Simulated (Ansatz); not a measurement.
# FH7O2Si3: the cost of one run

Method: RKS PBE-D4/def2-SVP, in Ansatz 0.2.0.

## 1. The system as given

Bond lengths: Si1–H2 1.460 Å, Si1–O3 1.680 Å, O3–Si4 1.680 Å, Si4–H5 1.460 Å, Si4–H6 1.460 Å, Si4–H7 1.460 Å, Si1–F8 1.589 Å, Si1–O9 1.679 Å, O9–Si10 1.680 Å, Si10–H11 1.460 Å, Si10–H12 1.460 Å, Si10–H13 1.460 Å. Angles (14 of 20 angles, heavy atoms first): O3–Si1–F8 109.5°, O3–Si1–O9 109.5°, F8–Si1–O9 109.5°, Si1–O3–Si4 125.0°, Si1–O9–Si10 125.0°, H2–Si1–O3 109.4°, H2–Si1–F8 109.5°, H2–Si1–O9 109.5°, O3–Si4–H5 109.5°, O3–Si4–H6 109.5°, O3–Si4–H7 109.5°, O9–Si10–H11 109.5°, O9–Si10–H12 109.5°, O9–Si10–H13 109.5°.

As a file:

```xyz
13

Si    0.0000    0.0000    0.0000
H     0.0000    0.0000    1.4600
O     1.5842    0.0000   -0.5594
Si    2.4906   -1.3762   -0.8866
H     1.6598   -2.3521   -1.5857
H     3.6318   -1.0202   -1.7249
H     2.9691   -1.9538    0.3660
F    -0.7489    1.2974   -0.5295
O    -0.7913   -1.3709   -0.5594
Si   -1.6730   -2.4329    0.3983
H    -1.2634   -2.2870    1.7920
H    -3.0964   -2.1323    0.2761
H    -1.4264   -3.8036   -0.0398
```

## 2. Relaxing the start

input.yaml

```yaml
crystal:
  periodic: [false, false, false]
  atoms:
    - { symbol: Si, position_ang: [0.0, 0.0, 0.0] }
    - { symbol: H, position_ang: [0.0, 0.0, 1.46] }
    - { symbol: O, position_ang: [1.5842, 0.0, -0.5594] }
    - { symbol: Si, position_ang: [2.4906, -1.3762, -0.8866] }
    - { symbol: H, position_ang: [1.6598, -2.3521, -1.5857] }
    - { symbol: H, position_ang: [3.6318, -1.0202, -1.7249] }
    - { symbol: H, position_ang: [2.9691, -1.9538, 0.366] }
    - { symbol: F, position_ang: [-0.7489, 1.2974, -0.5295] }
    - { symbol: O, position_ang: [-0.7913, -1.3709, -0.5594] }
    - { symbol: Si, position_ang: [-1.673, -2.4329, 0.3983] }
    - { symbol: H, position_ang: [-1.2634, -2.287, 1.792] }
    - { symbol: H, position_ang: [-3.0964, -2.1323, 0.2761] }
    - { symbol: H, position_ang: [-1.4264, -3.8036, -0.0398] }
basis:
  gaussian: { orbitals: def2-SVP }
hamiltonian:
  xc: pbe
  dispersion: d4
relax:
  f_tol: 0.02
  max_steps: 40
```

Run with:

```sh
ansatz run input.yaml --threads 4 --pin off --max-ram 5120MiB --backend cpu --events-out ev --progress --plain --runs-dir out
```

What time and memory should one allow on 4 threads of Arm Neoverse V1, shared host?

About 37 s, with a peak of 0.18 GiB.
